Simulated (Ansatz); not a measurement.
**Time against size: HSE06, supercells of GaN, on Neoverse N1 cores, threads left to the program**

Program: Ansatz 0.2.0. No other job shared the machine, and each run was timed once from launch to exit. Hardware: an Arm Neoverse N1 node (56 of its 64 cores, memory capped at 64 GiB). Times and memory are rounded to two significant figures, and ratios are formed from the unrounded values. A row is a single run, so small differences between rows aren't established. Precision is the program's default, which can work at lower precision in parts of a run.

The smallest member is a 2×2×1 supercell of GaN (P6_3mc), atoms displaced at random by about 0.04 Å along each cell vector. Its input:

```yaml
crystal:
  lattice:
    - [6.377860, 0.000000, 0.000000]
    - [-3.188930, 5.523390, 0.000000]
    - [0.000000, 0.000000, 5.192357]
  atoms:
    - { symbol: Ga, position: [0.347998, 0.162509, 0.502126] }
    - { symbol: Ga, position: [0.167585, 0.338571, 0.988283] }
    - { symbol: "N", position: [0.330732, 0.161954, 0.867637] }
    # ... 12 more atoms, left out here ...
    - { symbol: "N", position: [0.665785, 0.833584, 0.363711] }
kpoints:
  mp_grid: { grid: [1, 1, 1] }
hamiltonian:
  xc: hse06
  pseudopotentials: { azcp: { folder: soft_1 } }
scf:
  occupations: { method: fixed }
output: { forces: true }
```

The program chose a cutoff of 420 eV. The folder soft_1 holds one of the program's own sets of PAW files, generated with PBE and used with every functional where the input names it. For this functional the program regenerates the frozen cores at set-up.

Command, without the flags for output files and display:

```bash
taskset -c 8-63 ansatz run input.yaml --backend cpu --max-ram 64GiB
```

```
atoms  electrons  k mesh  k points  plane waves  dense FFT grid  bands at the start  SCF iterations  threads  wall time  SCF clock  outside it  host memory (GiB)                                         remarks
   16        144   1×1×1         1         3605        45×45×36                  88              22       56      4.0 s      2.6 s       1.4 s               0.96  band table 0.26 s; exchange on 30×30×25 points
   32        288   1×1×1         1         7199        45×45×72                 176              23       56      9.8 s      8.4 s       1.4 s                1.6  band table 0.68 s; exchange on 30×30×50 points
   72        648   1×1×1         1        16091        64×64×72                 396              23       56       42 s       41 s       1.7 s                3.7   band table 2.2 s; exchange on 45×45×50 points
  192       1728   1×1×1         1        42869       90×90×108                1056              26       56    8.9 min    8.9 min       2.2 s                 19    band table 30 s; exchange on 60×60×75 points
```

The SCF clock is the program's own. It runs from the start of the first SCF loop to the final result and holds forces, stress, later SCFs and response steps. Outside it lie start-up, exit and the set-up ahead of the first loop, which depends on the cell and the method.

SCF iterations are those that the program logged, summed over all steps and exchange cycles of a run; an SCF made in search of a lower state can go uncounted. A hybrid's count includes the PBE SCF that it starts from. Runs at Γ alone can use real arithmetic, which is cheaper than at other k points.

«exchange on a×b×c points»: exact exchange forms its pair densities on this grid and not on the dense one, without the augmentation charges, which are treated apart. «band table a s»: behind the SCF the program solved its bands further for a band table, asked for or not, which took a s of the SCF clock (told where that is 5 % of it or more).

One k point is too coarse a mesh for the properties of small cells; the series shows cost alone.

Of the smallest member's 4.0 s, 1.4 s lies outside the SCF clock, so the wall time grows less with size than the clocked work: from 16 to 192 atoms the wall time changes by a factor of 130, and the time on the SCF clock by 200.

Question: How long does the member with 128 atoms take (1×1×1 mesh, 1 k point, 28619 plane waves, 704 bands)?

Answer: 3.0 min, in 24 SCF iterations, with 8.7 GiB of host memory. It made 3 exchange cycles. Remarks: exchange on 60×60×50 points.
